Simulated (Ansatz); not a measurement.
# CH5FSSi: a ladder of functionals and wavefunction methods

An exercise on one series of results from a longer session: the logs are not shown, and one member is left open.

Method: functionals in def2-TZVPP, the program's frozen cores in correlated methods; program: Ansatz 0.2.0, Gaussian basis.

Plan: LDA (SPW92), PBE-D4, revPBE-D4, BLYP-D4, r2SCAN-D4, B97M-V, PBE0-D4, B3LYP-D4, r2SCANh-D4, r2SCAN0-D4, HSE06-D4, BHLYP-D4, CAM-B3LYP-D4, LC-ωPBE, ωB97X-V, ωB97M-V, B2PLYP, PBE-QIDH; CCSD(T)/def2-SVP; CCSD(T)/def2-TZVPP; MP2/def2-QZVPP; extrapolation to the limit; RPA on PBE.

## Structure used throughout

The geometry comes from an earlier relaxation with PBE0-D4 in a triple-zeta def2 set; it is a stationary point, not always the lowest conformer.

SMILES `FC[SiH2]S`, 9 atoms, charge 0, spin multiplicity 1.

Atoms are counted from 1 here; the program's logs count them from 0.

Bond lengths: F1–C2 1.393 Å, C2–Si3 1.892 Å, C2–H5 1.094 Å, C2–H6 1.096 Å, Si3–S4 2.132 Å, Si3–H7 1.485 Å, Si3–H8 1.485 Å, S4–H9 1.345 Å. Angles: F1–C2–Si3 109.3°, F1–C2–H5 108.2°, F1–C2–H6 108.1°, Si3–C2–H5 111.3°, Si3–C2–H6 111.5°, H5–C2–H6 108.3°, C2–Si3–S4 110.6°, C2–Si3–H7 109.2°, C2–Si3–H8 108.7°, S4–Si3–H7 106.1°, S4–Si3–H8 111.8°, H7–Si3–H8 110.3°, Si3–S4–H9 93.4°.

Geometry (Å):

```mol
CH5FSSi
  3D, bonds by distance, orders not assigned

  9  8  0  0  0  0  0  0  0  0999 V2000
   -0.2681    1.6614   -0.8452 F   0  0
    0.7377    0.8628   -0.3060 C   0  0
    0.0506   -0.8683    0.0291 Si  0  0
   -1.5571   -0.7810    1.4265 S   0  0
    1.0923    1.3353    0.6154 H   0  0
    1.5687    0.8335   -1.0197 H   0  0
    1.1044   -1.6979    0.6662 H   0  0
   -0.3717   -1.4718   -1.2602 H   0  0
   -2.2683    0.0799    0.6769 H   0  0
  1  2  8  0
  2  3  8  0
  3  4  8  0
  2  5  8  0
  2  6  8  0
  3  7  8  0
  3  8  8  0
  4  9  8  0
M  END
```

The first run:

File in.yaml:

```yaml
crystal:
  periodic: [false, false, false]
  atoms:
    - {symbol: F, position_ang: [-0.268121, 1.661378, -0.845246]}
    - {symbol: C, position_ang: [0.737675, 0.862842, -0.305978]}
    - {symbol: Si, position_ang: [0.050556, -0.868308, 0.029084]}
    - {symbol: S, position_ang: [-1.557124, -0.781009, 1.426536]}
    - {symbol: H, position_ang: [1.092281, 1.335267, 0.615401]}
    - {symbol: H, position_ang: [1.568705, 0.833475, -1.019672]}
    - {symbol: H, position_ang: [1.104358, -1.697941, 0.666181]}
    - {symbol: H, position_ang: [-0.371688, -1.471784, -1.260207]}
    - {symbol: H, position_ang: [-2.268342, 0.079880, 0.676901]}
basis:
  gaussian: {orbitals: def2-TZVPP}
hamiltonian: {xc: lda}
output: {orbitals: {seedname: orbitals}}
```

Command:

```sh
ansatz run in.yaml --threads 2 --pin off --events-out ev --progress --plain --max-ram 4352MiB
```

Steps of the session up to this table: LDA; PBE-D4 (GGA); revPBE-D4 (GGA); BLYP-D4 (GGA); r2SCAN-D4 (meta-GGA); B97M-V (meta-GGA); PBE0-D4 (hybrid); B3LYP-D4 (hybrid); r2SCANh-D4 (hybrid); r2SCAN0-D4 (hybrid); HSE06-D4 (hybrid); BHLYP-D4 (hybrid); CAM-B3LYP-D4 (range-separated); LC-ωPBE (range-separated); ωB97X-V (range-separated); ωB97M-V (range-separated); B2PLYP (double hybrid); PBE-QIDH (double hybrid).

One of the session's tables, all rows but one given; the rest of the session is left out.

It belongs to the step «Orbital energies across the functionals». 

| functional | HOMO (eV) | gap (eV) |
| --- | --- | --- |
| LDA (SPW92) | -6.39 | 5.38 |
| PBE-D4 | -6.28 | 5.54 |
| revPBE-D4 | -6.24 | 5.61 |
| BLYP-D4 | -6.13 | 5.50 |
| r2SCAN-D4 | -6.57 | 6.23 |
| B97M-V | ? | ? |
| PBE0-D4 | -7.53 | 7.68 |
| B3LYP-D4 | -7.29 | 7.19 |
| r2SCANh-D4 | -7.03 | 7.00 |
| r2SCAN0-D4 | -7.72 | 8.12 |
| HSE06-D4 | -7.13 | 6.90 |
| BHLYP-D4 | -8.63 | 9.64 |
| CAM-B3LYP-D4 | -8.86 | 9.99 |
| LC-ωPBE | -10.26 | 12.62 |
| ωB97X-V | -9.90 | 12.09 |
| ωB97M-V | -9.73 | 11.61 |

Q: Estimate the row for B97M-V from the others.

The run gave: HOMO (eV): -6.69; gap (eV): 6.19. In the column «HOMO (eV)» it lies between r2SCANh-D4 (-7.03) and r2SCAN-D4 (-6.57).
